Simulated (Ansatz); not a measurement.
# Cl2F2H3NSi2: up Jacob's ladder to CCSD(T)

Aim: compute Cl2F2H3NSi2 with functionals from several rungs and with coupled cluster. The yardstick is the atomisation energy at the CCSD(T) limit.

The runs use Ansatz 0.2.0, Gaussian basis; functionals in def2-TZVPP, the program's frozen cores in correlated methods.

The runs, in order: PBE-D4, r2SCAN-D4, PBE0-D4, B3LYP-D4, ωB97X-V, ωB97M-V, B2PLYP; CCSD(T)/def2-TZVPP; MP2/def2-QZVPP; extrapolation to the limit.

### 1 The geometry

The geometry comes from an earlier relaxation with PBE0-D4 in a triple-zeta def2 set; it is a stationary point, not always the lowest conformer.

SMILES `F[SiH](F)N[SiH](Cl)Cl`, 10 atoms, charge 0, spin multiplicity 1.

Atoms are counted from 1 here; the program's logs count them from 0.

Bond lengths: F1–Si2 1.586 Å, Si2–F3 1.583 Å, Si2–N4 1.708 Å, Si2–H8 1.466 Å, N4–Si5 1.706 Å, N4–H9 1.013 Å, Si5–Cl6 2.041 Å, Si5–Cl7 2.039 Å, Si5–H10 1.472 Å. Angles: F1–Si2–F3 107.4°, F1–Si2–N4 105.6°, F1–Si2–H8 109.7°, F3–Si2–N4 111.4°, F3–Si2–H8 107.6°, N4–Si2–H8 115.0°, Si2–N4–Si5 130.1°, Si2–N4–H9 114.1°, Si5–N4–H9 115.8°, N4–Si5–Cl6 110.7°, N4–Si5–Cl7 106.3°, N4–Si5–H10 114.0°, Cl6–Si5–Cl7 110.2°, Cl6–Si5–H10 106.6°, Cl7–Si5–H10 109.1°.

### 2 PBE-D4 (GGA)

Input file in.yaml:

```yaml
crystal:
  periodic: [false, false, false]
  atoms:
    - {symbol: F, position_ang: [-1.422614, -2.330642, 0.665743]}
    - {symbol: Si, position_ang: [-1.017121, -1.135894, -0.295097]}
    - {symbol: F, position_ang: [-0.453069, -1.773386, -1.629585]}
    - {symbol: N, position_ang: [0.193821, -0.267767, 0.539633]}
    - {symbol: Si, position_ang: [1.015758, 1.163280, 0.106449]}
    - {symbol: Cl, position_ang: [0.807724, 2.581192, 1.560116]}
    - {symbol: Cl, position_ang: [0.168171, 1.807992, -1.632541]}
    - {symbol: H, position_ang: [-2.208135, -0.355580, -0.644415]}
    - {symbol: H, position_ang: [0.453768, -0.672525, 1.430924]}
    - {symbol: H, position_ang: [2.461677, 0.983330, -0.101237]}
basis:
  gaussian: {orbitals: def2-TZVPP}
hamiltonian: {xc: pbe, dispersion: d4}
output: {forces: true, orbitals: {seedname: orbitals}}
```

Run with:

```
$ ansatz run in.yaml --threads 2 --pin off --events-out ev --progress --plain --max-ram 32768MiB --backend cuda --devices 0, --max-vram 18GiB
```

Further steps of the session: r2SCAN-D4 (meta-GGA); PBE0-D4 (hybrid); B3LYP-D4 (hybrid); ωB97X-V (range-separated); ωB97M-V (range-separated); B2PLYP (double hybrid); CCSD(T) in def2-TZVPP; MP2 in def2-QZVPP.

Q: Predict the results of all the runs planned. Wanted: atomisation energy, CCSD(T)/CBS; farthest; mean size of error, hybrid; mean size of error, range-separated; gap, smallest and largest; T1 diagnostic; triples share of the correlation energy.

**Answer**, as computed:

```
                               quantity                                 value
        atomisation energy, CCSD(T)/CBS                         3803.5 kJ/mol
 functionals within 19.0 kJ/mol (0.5 %)   PBE-D4, r2SCAN-D4, ωB97X-V, ωB97M-V
                               farthest                 B2PLYP (-78.9 kJ/mol)
             mean size of error, hybrid                           55.6 kJ/mol
    mean size of error, range-separated                            2.8 kJ/mol
              gap, smallest and largest  6.72 eV (PBE-D4), 13.58 eV (ωB97X-V)
                          T1 diagnostic                                0.0106
triples share of the correlation energy                                 3.5 %
```

In words: PBE-D4 misses by +9.5 kJ/mol. Double hybrids carry the basis error of their MP2 part in triple zeta, and no dispersion term here, so their miss is partly the set-up's. The reference freezes the cores and leaves out relativity and excitations past (T), so misses under about 19.0 kJ/mol can't be ranked. Hartree-Fock recovers 73 % of the binding; the rest is correlation. Orbital gaps span 6.7 to 13.6 eV; exact exchange widens them.
